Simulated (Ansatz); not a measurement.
# NaGdO2: the cost of one run

Method: DFT PBEsol+U (U_eff = 5 eV on Gd f, around-mean-field double counting), plane waves, PAW, no spin–orbit coupling unless a run says so, in Ansatz 0.2.0.

4 further runs of the same task are left out: 4 that didn't finish. Runs told in other sessions of the task aren't counted.

**1. The starting structure**

The structure is tetragonal, space group I4_1/amd (No. 141). Conventional cell: a = 4.661 Å, b = 4.661 Å, c = 10.519 Å, α = 90.00°, β = 90.00°, γ = 90.00°. Na (site symmetry -4m2) has 4 O at 2.35 Å in its first shell of neighbours. Gd (site symmetry -4m2) is surrounded by 6 O at 2.30 to 2.35 Å. Around O (site symmetry 2mm) lie 3 Gd at 2.30 to 2.35 Å and 2 Na at 2.35 Å.

Coordinates:

```
CELL_PARAMETERS angstrom
-2.33035 2.33035 5.25955
2.33035 -2.33035 5.25955
2.33035 2.33035 -5.25955
ATOMIC_POSITIONS crystal
Na 0.50000 0.50000 0.00000
Na 0.25000 0.75000 0.50000
Gd 0.00000 0.00000 0.00000
Gd 0.75000 0.25000 0.50000
O 0.21900 0.21900 0.00000
O 0.96900 0.46900 0.50000
O 0.53100 0.03100 0.50000
O 0.78100 0.78100 0.00000
```

An earlier series on this cell reached its lowest free state from «ferromagnetic start, free, symmetry kept, no search», perhaps among other starts.

**2. Total moment locked, 15.40 μB per cell**

Input file input.yaml:

```yaml
crystal:
  lattice:
    - [-2.33035, 2.33035, 5.25955]
    - [2.33035, -2.33035, 5.25955]
    - [2.33035, 2.33035, -5.25955]
  atoms:
    - { symbol: Na, position: [0.5, 0.5, 0.0] }
    - { symbol: Na, position: [0.25, 0.75, 0.5] }
    - { symbol: Gd, position: [0.0, 0.0, 0.0], spin: 7.7 }
    - { symbol: Gd, position: [0.75, 0.25, 0.5], spin: 7.7 }
    - { symbol: O, position: [0.219, 0.219, 0.0] }
    - { symbol: O, position: [0.969, 0.469, 0.5] }
    - { symbol: O, position: [0.531, 0.031, 0.5] }
    - { symbol: O, position: [0.781, 0.781, 0.0] }
basis:
  ecutwfc: 420
  ecutrho_ratio: 4
kpoints:
  mp_grid: { grid: [6, 6, 6] }
hamiltonian:
  xc: pbesol
  hubbard:
    sites:
      - { site: 2, l: f, u_eff: 5.0, starting_ns: [{ spin: up, occupation_matrix: s2up }, { spin: down, occupation_matrix: s2down }] }
      - { site: 3, l: f, u_eff: 5.0, starting_ns: [{ spin: up, occupation_matrix: s3up }, { spin: down, occupation_matrix: s3down }] }
    double_counting: amf
    occupation_matrices:
      s2up:
        matrix:
          - [0.97, 0.0, 0.0, 0.0, 0.0, 0.0, 0.0]
          - [0.0, 0.97, 0.0, 0.0, 0.0, 0.0, 0.0]
          - [0.0, 0.0, 0.97, 0.0, 0.0, 0.0, 0.0]
          - [0.0, 0.0, 0.0, 0.97, 0.0, 0.0, 0.0]
          - [0.0, 0.0, 0.0, 0.0, 0.97, 0.0, 0.0]
          - [0.0, 0.0, 0.0, 0.0, 0.0, 0.97, 0.0]
          - [0.0, 0.0, 0.0, 0.0, 0.0, 0.0, 0.97]
      s2down:
        matrix:
          - [0.02, 0.0, 0.0, 0.0, 0.0, 0.0, 0.0]
          - [0.0, 0.02, 0.0, 0.0, 0.0, 0.0, 0.0]
          - [0.0, 0.0, 0.02, 0.0, 0.0, 0.0, 0.0]
          - [0.0, 0.0, 0.0, 0.02, 0.0, 0.0, 0.0]
          - [0.0, 0.0, 0.0, 0.0, 0.02, 0.0, 0.0]
          - [0.0, 0.0, 0.0, 0.0, 0.0, 0.02, 0.0]
          - [0.0, 0.0, 0.0, 0.0, 0.0, 0.0, 0.02]
      s3up:
        matrix:
          - [0.97, 0.0, 0.0, 0.0, 0.0, 0.0, 0.0]
          - [0.0, 0.97, 0.0, 0.0, 0.0, 0.0, 0.0]
          - [0.0, 0.0, 0.97, 0.0, 0.0, 0.0, 0.0]
          - [0.0, 0.0, 0.0, 0.97, 0.0, 0.0, 0.0]
          - [0.0, 0.0, 0.0, 0.0, 0.97, 0.0, 0.0]
          - [0.0, 0.0, 0.0, 0.0, 0.0, 0.97, 0.0]
          - [0.0, 0.0, 0.0, 0.0, 0.0, 0.0, 0.97]
      s3down:
        matrix:
          - [0.02, 0.0, 0.0, 0.0, 0.0, 0.0, 0.0]
          - [0.0, 0.02, 0.0, 0.0, 0.0, 0.0, 0.0]
          - [0.0, 0.0, 0.02, 0.0, 0.0, 0.0, 0.0]
          - [0.0, 0.0, 0.0, 0.02, 0.0, 0.0, 0.0]
          - [0.0, 0.0, 0.0, 0.0, 0.02, 0.0, 0.0]
          - [0.0, 0.0, 0.0, 0.0, 0.0, 0.02, 0.0]
          - [0.0, 0.0, 0.0, 0.0, 0.0, 0.0, 0.02]
    ns_hold: { iters: 8 }
scf:
  occupations: { method: gaussian, width: 0.05 }
  lower_state_search: "off"
  max_iter: 150
output:
  forces: true
  stress: true
  eigenvalues: true
  populations: true
  hubbard: { sites: [{ site: 2, l: f }, { site: 3, l: f }] }
magnetization:
  spin_polarized: true
  initial_magnetization: 15.4
  spin_locking: { lock_magnetization: hard }
```

At this filling each channel is wholly full or empty, so no choice of orbitals remains. The typed matrices put 0.97 on the chosen orbitals and 0.02 on the others, and are held for 8 cycles. The lock stays on to the end, so the result is a constrained state unless its moments die out.

Started as:

```
$ ansatz run input.yaml --threads 8 --pin off --max-ram 12288MiB --backend cpu --events-out ev --progress --plain --runs-dir out
```

**Question.** How long does this run take on 8 threads of Arm Neoverse V2, shared host, and how much memory does it need?

About 6 s, with a peak of 0.9 GiB.
